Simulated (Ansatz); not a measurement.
Consider an atomisation energy of CHClF, SMILES F[CH]Cl (Ansatz's Python interface).

`run_tae.py`
```python
from collections import Counter

import ansatz as az


def total_energy(molecule, charge=0, unpaired=0):
    calc = molecule.calculation().basis(gaussian='def2-TZVP').functional('HF')
    if charge:
        calc = calc.charge(charge)
    if unpaired:
        calc = calc.spin('collinear', total=unpaired)
    return calc.run(threads=1, backend='cpu').report['free_energy_ev']

mol = (
    az.Crystal.molecule()
    .atom('F', (-1.2748, -0.1443, -0.306))
    .atom('C', (-0.0806, 0.135, 0.1248))
    .atom('Cl', (0.9986, -1.1057, 0.4569))
    .atom('H', (0.4123, 1.0547, -0.2959))
)

unpaired = {'F': 1, 'C': 2, 'Cl': 1, 'H': 1}
counts = Counter(site.symbol for site in mol.cartesian_sites)
atom_energy = {s: total_energy(az.Crystal.molecule().atom(s, (0, 0, 0)), 0, unpaired[s]) for s in counts}
whole = total_energy(mol, 0, 1)
for s, e in atom_energy.items():
    print(f'{s:2s} x{counts[s]}  {e:14.5f} eV')
print(f'CHClF: {whole:.5f} eV')
split = sum(counts[s] * e for s, e in atom_energy.items()) - whole
print(f'atomisation energy (no zero-point term): {23.060548 * split:.1f} kcal/mol, {split / sum(counts.values()):.3f} eV an atom')
```

What does it cost to take this molecule apart into atoms?

198.5 kcal/mol from the electronic energies, without the zero-point term.

What the script printed:

Output of `python run_tae.py`:
```text
F  x1     -2705.13284 eV
C  x1     -1025.66459 eV
Cl x1    -12503.00086 eV
H  x1       -13.60052 eV
CHClF: -16256.00860 eV
atomisation energy (no zero-point term): 198.5 kcal/mol, 2.152 eV an atom
```

Total energies depend on the basis set; only differences at equal settings carry meaning. The geometry is a force-field or estimated start, not a minimum of this method, and the basis set is short of its limit. All parts are taken at fixed geometry, without zero-point energy. The species is open-shell (spin multiplicity 2). Hartree-Fock leaves correlation out, so bond, atomisation and ionisation energies come out well too low. Run time: 3.3 s on 1 thread of Arm Neoverse N1 (shared host), peak memory 0.23 GiB.
